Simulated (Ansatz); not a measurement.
Working through an atomisation energy of Ge2H4, SMILES [GeH][GeH3]

With Ansatz 0.2.0 through its Python package.

The cells in order, each with its output:

**Cell 1**
```python
from collections import Counter

import ansatz as az
```

**Cell 2**
```python
def energy(molecule, charge=0, unpaired=0):
    calc = molecule.calculation().basis(gaussian='cc-pVDZ').functional('hf')
    if charge:
        calc = calc.charge(charge)
    if unpaired:
        calc = calc.spin('collinear', total=unpaired)
    return calc.run(threads=1, backend='cpu').report['free_energy_ev']
```

**Cell 3**
```python
GEOMETRY = '''
Ge    1.57200   -0.80060   -0.27210
Ge   -0.67110   -0.00260   -0.02240
H     2.56310    0.29380    0.19980
H    -0.93740    0.33020    1.46790
H    -1.66400   -1.09560   -0.49390
H    -0.86260    1.27480   -0.87930
'''
```

**Cell 4**
```python
ge2h4 = az.Crystal.molecule()
for line in GEOMETRY.strip().splitlines():
    symbol, *xyz = line.split()
    ge2h4 = ge2h4.atom(symbol, [float(v) for v in xyz])
```

**Cell 5**
```python
# Hund ground states
unpaired = {'Ge': 2, 'H': 1}
counts = Counter(site.symbol for site in ge2h4.cartesian_sites)
atom_energy = {s: energy(az.Crystal.molecule().atom(s, (0, 0, 0)), 0, unpaired[s]) for s in counts}
whole = energy(ge2h4, 0, 2)
for s, e in atom_energy.items():
    print(f'{s:2s} x{counts[s]}  {e:14.5f} eV')
print(f'Ge2H4: {whole:.5f} eV')
split = sum(counts[s] * e for s, e in atom_energy.items()) - whole
print(f'atomisation energy (no zero-point term): {23.060548 * split:.1f} kcal/mol, {split / sum(counts.values()):.3f} eV an atom')
```
Output:
```text
Ge x2    -56471.56286 eV
H  x4       -13.58606 eV
Ge2H4: -113007.34477 eV
atomisation energy (no zero-point term): 227.7 kcal/mol, 1.646 eV an atom
```

227.7 kcal/mol from the electronic energies, without the zero-point term.

What to keep in mind:
- Total energies depend on the basis set; only differences at equal settings carry meaning.
- The geometry is a force-field or estimated start, not a minimum of this method, and the basis set is short of its limit. All parts are taken at fixed geometry, without zero-point energy.
- The run takes the species as open-shell (spin multiplicity 3), which needn't be its ground state.
- Hartree-Fock leaves correlation out, so bond, atomisation and ionisation energies come out well too low.
- It ran for 2.3 s on 1 thread of Arm Neoverse V2, on a shared host, peak memory 0.26 GiB.
